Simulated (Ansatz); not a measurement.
# CH5ClINSi: a ladder of functionals and wavefunction methods

The task here is to estimate one member of a computed series from the others.

The runs use Ansatz 0.2.0, Gaussian basis; functionals in def2-TZVPP, the program's frozen cores in correlated methods.

Levels to be run: LDA (SPW92), PBE-D4, revPBE-D4, BLYP-D4, r2SCAN-D4, B97M-V, PBE0-D4, B3LYP-D4, r2SCANh-D4, r2SCAN0-D4, HSE06-D4, BHLYP-D4, CAM-B3LYP-D4, LC-ωPBE, ωB97X-V, ωB97M-V, B2PLYP, PBE-QIDH; CCSD(T)/def2-SVP; CCSD(T)/def2-TZVPP; MP2/def2-QZVPP; extrapolation to the limit; RPA on PBE.

## The geometry

The geometry comes from an earlier relaxation with PBE0-D4 in a triple-zeta def2 set; it is a stationary point, not always the lowest conformer. I takes the def2 core potential; no spin-orbit term is included.

10 atoms, charge 0, spin multiplicity 1.

Atoms are counted from 1 here; the program's logs count them from 0.

Bond lengths: N1–C2 1.454 Å, N1–H6 1.011 Å, N1–H7 1.011 Å, C2–Si3 1.873 Å, C2–H8 1.101 Å, C2–H9 1.094 Å, Si3–Cl4 2.054 Å, Si3–I5 2.429 Å, Si3–H10 1.481 Å. Angles: C2–N1–H6 111.5°, C2–N1–H7 111.6°, H6–N1–H7 107.7°, N1–C2–Si3 108.8°, N1–C2–H8 115.8°, N1–C2–H9 109.4°, Si3–C2–H8 109.1°, Si3–C2–H9 106.7°, H8–C2–H9 106.6°, C2–Si3–Cl4 109.0°, C2–Si3–I5 110.7°, C2–Si3–H10 111.8°, Cl4–Si3–I5 110.0°, Cl4–Si3–H10 107.7°, I5–Si3–H10 107.6°.

The first run:

File in.yaml:

```yaml
crystal:
  periodic: [false, false, false]
  atoms:
    - {symbol: N, position_ang: [0.153983, 1.269246, 0.859489]}
    - {symbol: C, position_ang: [-0.598921, 0.110004, 0.408667]}
    - {symbol: Si, position_ang: [0.446446, -0.851830, -0.812484]}
    - {symbol: Cl, position_ang: [-0.467284, -2.649136, -1.202272]}
    - {symbol: I, position_ang: [0.728228, 0.401102, -2.874817]}
    - {symbol: H, position_ang: [0.898176, 1.005275, 1.490885]}
    - {symbol: H, position_ang: [-0.436688, 1.933089, 1.341669]}
    - {symbol: H, position_ang: [-0.947814, -0.572815, 1.199363]}
    - {symbol: H, position_ang: [-1.489065, 0.442870, -0.133096]}
    - {symbol: H, position_ang: [1.796038, -1.139005, -0.274302]}
basis:
  gaussian: {orbitals: def2-TZVPP}
hamiltonian: {xc: lda}
output: {orbitals: {seedname: orbitals}}
```

Among the steps run: LDA; PBE-D4 (GGA); revPBE-D4 (GGA); BLYP-D4 (GGA); r2SCAN-D4 (meta-GGA); B97M-V (meta-GGA); PBE0-D4 (hybrid); B3LYP-D4 (hybrid); r2SCANh-D4 (hybrid); r2SCAN0-D4 (hybrid); HSE06-D4 (hybrid); BHLYP-D4 (hybrid); CAM-B3LYP-D4 (range-separated); LC-ωPBE (range-separated); ωB97X-V (range-separated); ωB97M-V (range-separated); B2PLYP (double hybrid); PBE-QIDH (double hybrid).

One table of the session follows, with a row left open; its other results are not shown here.

It belongs to the step «Frontier levels by functional». 

```
  functional  HOMO (eV)  gap (eV)
 LDA (SPW92)      -5.92      4.34
      PBE-D4      -5.79      4.45
   revPBE-D4      -5.74      4.49
     BLYP-D4      -5.69      4.45
   r2SCAN-D4      -6.10      5.05
      B97M-V      -6.24      5.19
     PBE0-D4      -7.22      6.72
    B3LYP-D4      -6.99      6.27
  r2SCANh-D4      -6.63      5.88
  r2SCAN0-D4      -7.43      7.11
    HSE06-D4      -6.82      5.95
    BHLYP-D4      -8.46      8.89
CAM-B3LYP-D4      -8.61      9.13
     LC-ωPBE      -9.96     11.63
     ωB97X-V          ?         ?
     ωB97M-V      -9.51     10.85
```

Estimate the missing values for ωB97X-V.

**Answer.** HOMO (eV): -9.62; gap (eV): 11.19. In the column «HOMO (eV)» it lies between LC-ωPBE (-9.96) and ωB97M-V (-9.51).
